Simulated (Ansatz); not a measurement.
# F2HOSi, SMILES [O][SiH](F)F: an atomisation energy

With the Python package of Ansatz (0.2.0).

Notebook, run cell by cell (the value of a cell's last expression is shown):

In [1]:
```python
from collections import Counter
from dataclasses import dataclass

import ansatz as az
from ase import Atoms


@dataclass
class RunConfig:
    basis_set: str = "pcseg-2"
    functional: str = "pbe"
```

In [2]:
```python
opts = RunConfig()
```

In [3]:
```python
def single_point(molecule, charge=0, unpaired=0):
    calc = (
        molecule.calculation()
        .basis(gaussian=opts.basis_set)
        .functional(opts.functional)
    )
    if charge:
        calc = calc.charge(charge)
    if unpaired:
        calc = calc.spin("collinear", total=unpaired)
    report = calc.run(threads=1, pin="off").report
    if report["published_state_doubts"]:
        print("  doubts:", report["published_state_doubts"])
    return report["free_energy_ev"]
```

In [4]:
```python
atoms = Atoms(["O", "Si", "F", "F", "H"], positions=[
    (-0.7375, 0.1686, 1.4992),
    (0.0181, 0.0237, -0.0158),
    (0.8779, -1.4048, -0.0145),
    (-1.0395, -0.018, -1.2641),
    (0.9309, 1.1569, -0.2462),
])
mol = az.Crystal.molecule_from_ase(atoms)
```

In [5]:
```python
# unpaired electrons of the ground-state atoms
unpaired = {"O": 2, "Si": 2, "F": 1, "H": 1}
counts = Counter(site.symbol for site in mol.cartesian_sites)
atom_energy = {s: single_point(az.Crystal.molecule().atom(s, (0, 0, 0)), 0, unpaired[s]) for s in counts}
whole = single_point(mol, 0, 1)
for s, e in atom_energy.items():
    print(f"{s:2s} x{counts[s]}  {e:14.5f} eV")
print(f"F2HOSi: {whole:.5f} eV")
split = sum(counts[s] * e for s, e in atom_energy.items()) - whole
print(f"atomisation energy (no zero-point term): {split:.3f} eV, {split / sum(counts.values()):.3f} eV an atom")
```
```text
O  x1     -2041.10700 eV
Si x1     -7870.36081 eV
F  x2     -2712.11677 eV
H  x1       -13.60312 eV
F2HOSi: -15369.24141 eV
atomisation energy (no zero-point term): 19.937 eV, 3.987 eV an atom
```

19.937 eV from the electronic energies, without the zero-point term.

Reading the output:
- Total energies depend on the basis set; only differences at equal settings carry meaning.
- The geometry is a force-field or estimated start, not a minimum of this method, and the basis set is short of its limit. All parts are taken at fixed geometry, without zero-point energy.
- The species is open-shell (spin multiplicity 2).
- This functional overbinds, so such energies come out a few per cent too high (LDA far more).
- Finished in 9.2 s on 1 thread of Intel(R) Xeon(R) 6975P-C (Granite Rapids), with other jobs on the host, peak memory 0.34 GiB.

(Lines on the test bed's own set-up are left out of the output.)
